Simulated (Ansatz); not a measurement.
# Ir (Fm-3m): equation of state

One table from this session's results is given with a row withheld; the runs are named, their logs left out.

The COD entry's cell or inner coordinates are ideal or old and differ from later refinements, so a difference from it is no clean test against experiment.

Computed with Ansatz 0.2.0 (DFT r²SCAN, scalar-relativistic, plane waves, PAW, unless a step's input says otherwise).

**The structure to begin with**

The structure is cubic, space group Fm-3m (No. 225). Conventional cell: a = 3.844 Å, b = 3.844 Å, c = 3.844 Å, α = 90.00°, β = 90.00°, γ = 90.00°. Ir (site symmetry m-3m) has 12 Ir at 2.72 Å as nearest neighbours.

As a file:

```cif
data_structure
_symmetry_space_group_name_H-M 'P 1'
_symmetry_Int_Tables_number 1
_cell_length_a 2.7182
_cell_length_b 2.7182
_cell_length_c 2.7182
_cell_angle_alpha 60.000
_cell_angle_beta 60.000
_cell_angle_gamma 60.000
_cell_volume 14.20
loop_
_atom_site_label
_atom_site_type_symbol
_atom_site_fract_x
_atom_site_fract_y
_atom_site_fract_z
_atom_site_occupancy
Ir1 Ir 0.00000 0.00000 0.00000 1
```

This cell comes from an earlier session at r²SCAN: 14.201 Å³/atom at -0.09 GPa, on a 20×20×20 mesh.

Volume factors to run: 0.980, 1.020, 0.960, 1.040.

Set-up of the first run:

input.yaml reads:

```yaml
crystal:
  lattice:
    - [0.0, 1.9091481757, 1.9091481757]
    - [1.9091481757, 0.0, 1.9091481757]
    - [1.9091481757, 1.9091481757, 0.0]
  atoms:
    - { symbol: Ir, position: [0.0, 0.0, 0.0] }
basis:
  ecutwfc: 500
  ecutrho_ratio: 4
kpoints:
  mp_grid: { grid: [20, 20, 20] }
hamiltonian:
  xc: r2scan
scf:
  occupations: { method: gaussian, width: 0.05 }
output:
  forces: true
  stress: true
  eigenvalues: true
```

The run is started by

```sh
ansatz run input.yaml --threads 1 --pin off --max-ram 2560MiB --backend cpu --events-out ev --progress --plain --runs-dir out
```

Steps of the session up to this table: At 0.980 of the relaxed volume; Scaling the volume by 1.020; Scaling the volume by 0.960; Volume × 1.040.

One table of the session follows, with a row left open; its other results are not shown here.

It belongs to the step «Energy and pressure against volume». 

```
volume (Å³/atom)  energy (meV/atom)  pressure (GPa)
          13.633              28.76           17.01
          13.917                  ?               ?
          14.201               0.00           -0.09
          14.485               6.61           -7.21
          14.769              25.10          -13.51
```

Estimate the missing values for volume (Å³/atom) = 13.917.

Worked estimate for «energy (meV/atom)». A straight line through the neighbours (13.633, 28.76) and (14.201, 0.00) gives 28.76 + (0.00 − 28.76) × (13.917 − 13.633) / (14.201 − 13.633) = 14.38; a parabola fitted to 3 rows on both sides gives 7.38.

**Answer.** energy (meV/atom): 6.80; pressure (GPa): 7.94. In «energy (meV/atom)» the line misses by +7.58 and the parabola by +0.58.
